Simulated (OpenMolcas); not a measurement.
# Ir⁶⁺ among point charges: CASSCF and CASPT2 levels and susceptibility, part 2 of 2

Aim: the splitting of the states of Ir⁶⁺ in the field of 6 point charges, its lowest levels with spin-orbit coupling and its magnetic susceptibility.

OpenMolcas 26.06; ANO-RCC-VDZP, DKH2, active space 3 electrons in 5 orbitals (5d), orbitals: per spin and parity. Surroundings: 6 point charges of -1.7 e arranged as a tetragonal octahedron (D4h), 2.26 Å from the ion, with the axial distance 2.350 Å. Earlier steps stand in the parts before.

## (6) CASPT2: IPEA 0.25, imaginary shift 0.1 (closed shells correlated: 5s 5p)

Contents of a.inp:

```
>>> COPY JOB001 $Project.JobIph
&CASPT2
Multistate=10 1 2 3 4 5 6 7 8 9 10
NoMult
Frozen=14 16
IPEA=0.25
Imaginary=0.1
MaxIter=60
WThr=0.0 0.3 0.05
PrWF=0.5
NoMix
>>> COPY JOB002 $Project.JobIph
&CASPT2
Multistate=40 1 2 3 4 5 6 7 8 9 10 11 12 13 14 15 16 17 18 19 20 21 22
23 24 25 26 27 28 29 30 31 32 33 34 35 36 37 38 39 40
NoMult
Frozen=14 16
IPEA=0.25
Imaginary=0.1
MaxIter=60
WThr=0.0 0.3 0.05
PrWF=0.5
NoMix
```

Log:

```text
Orbital specifications:
      -----------------------

      Symmetry species                           1   2
                                                ag  au
      Frozen orbitals                           14  16
      Inactive orbitals                          1   3
      Active orbitals                            5   0
      Secondary orbitals                         7  13
      Deleted orbitals                           0   0
      Number of basis functions                 27  32
Type of calculation                        SS-CASPT2
      Fock operator                              state-specific
      IPEA shift                                 0.25
      Real shift                                 0.00
      Imaginary shift                            0.10
      The input orbitals will be transformed to quasi-canonical
Reference energy:      -17816.6648053816
      E2 (Non-variational):      -0.1364923467
      Shift correction:          -0.0000479112
      E2 (Variational):          -0.1365402579
      Total energy:          -17816.8013456394
      Residual norm:              0.0000001509
      Reference weight:           0.97570
      Contributions to the CASPT2 correlation energy
      Active & Virtual Only:         -0.0087411172
      One Inactive Excited:          -0.0633279909
      Two Inactive Excited:          -0.0644232386
Reference energy:      -17816.6512369731
      E2 (Non-variational):      -0.1365836475
      Shift correction:          -0.0000481781
      E2 (Variational):          -0.1366318255
      Total energy:          -17816.7878687986
      Residual norm:              0.0000001439
      Reference weight:           0.97563
      Contributions to the CASPT2 correlation energy
      Active & Virtual Only:         -0.0088133506
      One Inactive Excited:          -0.0633609323
      Two Inactive Excited:          -0.0644093646
::    CASPT2 Root  1     Total energy: -17816.80134564
::    CASPT2 Root  2     Total energy: -17816.78786880
::    CASPT2 Root  3     Total energy: -17816.78786879
::    CASPT2 Root  4     Total energy: -17816.78607122
::    CASPT2 Root  5     Total energy: -17816.77789178
::    CASPT2 Root  6     Total energy: -17816.77739212
::    CASPT2 Root  7     Total energy: -17816.77739212
::    CASPT2 Root  8     Total energy: -17816.72887043
::    CASPT2 Root  9     Total energy: -17816.72421043
::    CASPT2 Root 10     Total energy: -17816.72421043
Orbital specifications:
      -----------------------

      Symmetry species                           1   2
                                                ag  au
      Frozen orbitals                           14  16
      Inactive orbitals                          1   3
      Active orbitals                            5   0
      Secondary orbitals                         7  13
      Deleted orbitals                           0   0
      Number of basis functions                 27  32
Type of calculation                        SS-CASPT2
      Fock operator                              state-specific
      IPEA shift                                 0.25
      Real shift                                 0.00
      Imaginary shift                            0.10
      The input orbitals will be transformed to quasi-canonical
Reference energy:      -17816.5844138231
      E2 (Non-variational):      -0.1428676652
      Shift correction:          -0.0000587659
      E2 (Variational):          -0.1429264311
      Total energy:          -17816.7273402542
      Residual norm:              0.0000001290
      Reference weight:           0.97360
      Contributions to the CASPT2 correlation energy
      Active & Virtual Only:         -0.0112872948
      One Inactive Excited:          -0.0659262633
      Two Inactive Excited:          -0.0656541071
Reference energy:      -17816.5838338138
      E2 (Non-variational):      -0.1424813924
      Shift correction:          -0.0000580755
      E2 (Variational):          -0.1425394678
      Total energy:          -17816.7263732816
      Residual norm:              0.0000001196
      Reference weight:           0.97374
      Contributions to the CASPT2 correlation energy
      Active & Virtual Only:         -0.0112577645
      One Inactive Excited:          -0.0656062597
      Two Inactive Excited:          -0.0656173682
::    CASPT2 Root  1     Total energy: -17816.72734025
::    CASPT2 Root  2     Total energy: -17816.72637328
::    CASPT2 Root  3     Total energy: -17816.72495839
::    CASPT2 Root  4     Total energy: -17816.72495839
::    CASPT2 Root  5     Total energy: -17816.72424815
::    CASPT2 Root  6     Total energy: -17816.72122278
::    CASPT2 Root  7     Total energy: -17816.71738112
::    CASPT2 Root  8     Total energy: -17816.71738112
::    CASPT2 Root  9     Total energy: -17816.71737794
::    CASPT2 Root 10     Total energy: -17816.70476686
::    CASPT2 Root 11     Total energy: -17816.70476686
::    CASPT2 Root 12     Total energy: -17816.70289864
::    CASPT2 Root 13     Total energy: -17816.70257930
::    CASPT2 Root 14     Total energy: -17816.69948867
::    CASPT2 Root 15     Total energy: -17816.69948867
::    CASPT2 Root 16     Total energy: -17816.69716603
::    CASPT2 Root 17     Total energy: -17816.69452910
::    CASPT2 Root 18     Total energy: -17816.69668242
::    CASPT2 Root 19     Total energy: -17816.69245724
::    CASPT2 Root 20     Total energy: -17816.69245725
::    CASPT2 Root 21     Total energy: -17816.68801306
::    CASPT2 Root 22     Total energy: -17816.68801306
::    CASPT2 Root 23     Total energy: -17816.68424112
::    CASPT2 Root 24     Total energy: -17816.68839848
::    CASPT2 Root 25     Total energy: -17816.68315374
::    CASPT2 Root 26     Total energy: -17816.68315374
::    CASPT2 Root 27     Total energy: -17816.67754460
::    CASPT2 Root 28     Total energy: -17816.67304178
::    CASPT2 Root 29     Total energy: -17816.64049422
::    CASPT2 Root 30     Total energy: -17816.63954494
```

This run took 3.9 s in all on 1 thread of Arm Neoverse V1, shared host.

SS-CASPT2: lowest energy less the reference's lowest, -0.1365 hartree; reference weights 0.970 to 0.976.

Spin-free states, with their symmetry labels:

```tsv
state	degeneracy	E (cm-1)	free-ion L (%)
4B1	1	0	F (100)
4E	2	2958	F (100)
4B2	1	3352	F (100)
4A2	1	5148	F (97)
4E	2	5257	F (100)
4A2	1	15906	P (97)
2A1	1	16242	G (82)
2B1	1	16455	G (83)
2E	2	16765	G (81)
2A2	1	16921	G (78)
4E	2	16929	P (99)
2A1	1	17585	G (100)
2E	2	18428	G (94)
2B2	1	18429	G (95)
2E	2	21197	H (62)
2A2	1	21607	H (70)
2B2	1	21677	H (82)
2E	2	22355	H (63)
2B1	1	22865	H (65)
2A2	1	22971	P (68)
2A1	1	23444	H (62)
2E	2	23898	H (53)
2B2	1	24789	D (79)
2E	2	24874	H (84)
```

With spin-orbit coupling:

```csv
E (cm-1),Degeneracy,Label,2S+1,g
0,2,E3/2,4,0.46 0.46 1.46
370,2,E1/2,4,0.09 1.14 1.14
8050,2,E3/2,4,2.06 2.06 3.79
8250,2,E1/2,4,1.20 3.32 3.32
9250,2,E3/2,4,1.13 1.42 1.42
14340,2,E3/2,4,1.12 3.61 3.61
14470,2,E1/2,4,1.31 1.31 5.84
14660,2,E1/2,4,1.30 3.49 3.49
15240,2,E3/2,4,2.98 3.25 3.25
17240,2,E3/2,4,2.00 2.00 3.03
17460,2,E1/2,4,2.49 2.62 2.62
17950,2,E1/2,4,0.82 3.06 3.06
18060,2,E3/2,4,0.38 0.38 4.18
19290,2,E1/2,4,3.49 4.47 4.47
19640,2,E3/2,4,2.53 2.53 2.89
19700,2,E1/2,4,1.62 1.62 4.75
21020,2,E1/2,4,1.99 1.99 2.44
27770,2,E1/2,2,1.93 2.14 2.14
27990,2,E3/2,2,0.96 2.99 2.99
28040,2,E1/2,2,0.85 0.85 3.67
29150,2,E3/2,2,2.73 2.73 2.99
29470,2,E1/2,4,2.49 3.85 3.85
29610,2,E3/2,2,1.17 1.17 2.07
30020,2,E3/2,2,0.31 0.31 3.17
```

Powder χT (cm³ K/mol): 0.08 at 2 K, 0.08 at 5 K, 0.08 at 10 K, 0.08 at 20 K, 0.09 at 50 K, 0.09 at 100 K, 0.10 at 150 K, 0.11 at 200 K, 0.11 at 250 K, 0.12 at 300 K.

## (7) The methods side by side

A. CASSCF
B. SS-CASPT2, IPEA 0.25, imaginary shift 0.1 (closed shells correlated: 5s 5p)

```tsv
method	ground state	first state of that spin (cm-1)	first gap with spin-orbit (cm-1)	χT at 300 K
A	4B1	4E 2978	387.6	0.11
B	4B1	4E 2958	370.2	0.12
```

## (8) What came out

The summary covers parts 1 to 2.

| quantity | value |
| --- | --- |
| method | SS-CASPT2, IPEA 0.25, imaginary shift 0.1 (closed shells correlated: 5s 5p) |
| spin-free ground state | 4B1, 1-fold in its orbital part |
| first state of the same spin within the active space | 4E at 2960 cm⁻¹ |
| lowest level | 2-fold E3/2, g = 0.46, 0.46, 1.46 |
| next level | 370.2 cm⁻¹ |
| χT at 300 K | 0.12 cm³ K/mol |
| effective moment at 300 K | 0.97 μB |

Cost by method:

```tsv
method	time of its own steps	time with the reference
A. CASSCF	10 s	10 s
B. SS-CASPT2, IPEA 0.25, imaginary shift 0.1, +5s 5p	3.9 s	14 s
```

Times are of one thread on a shared host.

The spin-free ground state (4B1) comes to 100 % from free-ion F terms and keeps the highest spin of the shell. χT at 300 K is 0.12, against 1.88 cm³ K/mol for the spin alone, so spin-orbit coupling lowers it. The field of point charges can differ much from that of real complexes. Point charges carry no covalency, so the field is a model and not that of real ligands.
